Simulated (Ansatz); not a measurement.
# CH₆Al₂O: one species, many methods

One table from this session's results is given with a row withheld; the runs are named, their logs left out.

Program: Ansatz 0.2.0, Gaussian basis. Level of theory: functionals in def2-TZVPP, the program's frozen cores in correlated methods. These are calculated values, not measurements.

Levels to be run: LDA (SPW92), PBE-D4, revPBE-D4, BLYP-D4, r2SCAN-D4, B97M-V, PBE0-D4, B3LYP-D4, r2SCANh-D4, r2SCAN0-D4, HSE06-D4, BHLYP-D4, CAM-B3LYP-D4, LC-ωPBE, ωB97X-V, ωB97M-V, B2PLYP, PBE-QIDH; CCSD(T)/def2-SVP; CCSD(T)/def2-TZVPP; MP2/def2-QZVPP; extrapolation to the limit; RPA on PBE.

**Structure used throughout**

All runs share one geometry, relaxed beforehand with PBE0-D4 in a triple-zeta def2 set.

10 atoms, charge 0, spin multiplicity 1.

Atoms are counted from 1 here; the program's logs count them from 0.

Bond lengths: Al1–C2 1.980 Å, Al1–O3 1.852 Å, Al1–H5 1.582 Å, Al1–H6 1.582 Å, C2–O3 1.524 Å, C2–Al4 2.250 Å, C2–H7 1.092 Å, C2–H8 1.093 Å, O3–Al4 1.752 Å, Al4–H9 1.574 Å, Al4–H10 1.574 Å. Angles: C2–Al1–O3 46.7°, C2–Al1–H5 116.9°, C2–Al1–H6 116.9°, O3–Al1–H5 112.8°, O3–Al1–H6 112.8°, H5–Al1–H6 124.6°, Al1–C2–O3 62.2°, Al1–C2–Al4 113.2°, Al1–C2–H7 120.0°, Al1–C2–H8 119.8°, O3–C2–Al4 51.0°, O3–C2–H7 111.5°, O3–C2–H8 111.5°, Al4–C2–H7 86.9°, Al4–C2–H8 86.6°, H7–C2–H8 117.2°, Al1–O3–C2 71.0°, Al1–O3–Al4 157.5° and more.

Set-up of the first run:

Input file in.yaml:

```yaml
crystal:
  periodic: [false, false, false]
  atoms:
    - {symbol: Al, position_ang: [-1.013836, 1.500675, 0.197456]}
    - {symbol: C, position_ang: [0.677085, 0.480511, 0.053882]}
    - {symbol: O, position_ang: [-0.631296, -0.296425, -0.037718]}
    - {symbol: Al, position_ang: [0.358867, -1.730063, -0.218264]}
    - {symbol: H, position_ang: [-1.528515, 1.831252, 1.656540]}
    - {symbol: H, position_ang: [-1.548715, 2.190650, -1.121934]}
    - {symbol: H, position_ang: [1.222525, 0.458783, -0.892218]}
    - {symbol: H, position_ang: [1.233466, 0.222395, 0.958002]}
    - {symbol: H, position_ang: [0.652728, -2.180891, -1.697872]}
    - {symbol: H, position_ang: [0.660793, -2.527986, 1.105023]}
basis:
  gaussian: {orbitals: def2-TZVPP}
hamiltonian: {xc: lda}
output: {orbitals: {seedname: orbitals}}
```

The run is started by

```console
> ansatz run in.yaml --threads 2 --pin off --events-out ev --progress --plain --max-ram 4352MiB
```

Steps of the session up to this table: LDA; PBE-D4 (GGA); revPBE-D4 (GGA); BLYP-D4 (GGA); r2SCAN-D4 (meta-GGA); B97M-V (meta-GGA); B3LYP-D4 (hybrid); r2SCANh-D4 (hybrid); r2SCAN0-D4 (hybrid); HSE06-D4 (hybrid); BHLYP-D4 (hybrid); CAM-B3LYP-D4 (range-separated); LC-ωPBE (range-separated); ωB97X-V (range-separated); ωB97M-V (range-separated); B2PLYP (double hybrid); PBE-QIDH (double hybrid).

One of the session's tables, all rows but one given; the rest of the session is left out.

| functional | HOMO (eV) | gap (eV) |
| --- | --- | --- |
| LDA (SPW92) | -6.78 | 4.67 |
| PBE-D4 | -6.63 | 4.73 |
| revPBE-D4 | -6.57 | 4.76 |
| BLYP-D4 | -6.48 | 4.70 |
| r2SCAN-D4 | -6.87 | 5.34 |
| B97M-V | -7.01 | 5.22 |
| PBE0-D4 | ? | ? |
| B3LYP-D4 | -7.60 | 6.25 |
| r2SCANh-D4 | -7.32 | 6.03 |
| r2SCAN0-D4 | -7.99 | 7.07 |
| HSE06-D4 | -7.42 | 5.91 |
| BHLYP-D4 | -8.93 | 8.53 |
| CAM-B3LYP-D4 | -9.17 | 8.91 |
| LC-ωPBE | -10.55 | 11.34 |
| ωB97X-V | -10.18 | 10.86 |
| ωB97M-V | -10.05 | 10.42 |

Estimate the missing values for PBE0-D4.

The run gave: HOMO (eV): -7.82; gap (eV): 6.67. In the column «HOMO (eV)» it lies between r2SCAN0-D4 (-7.99) and B3LYP-D4 (-7.60).
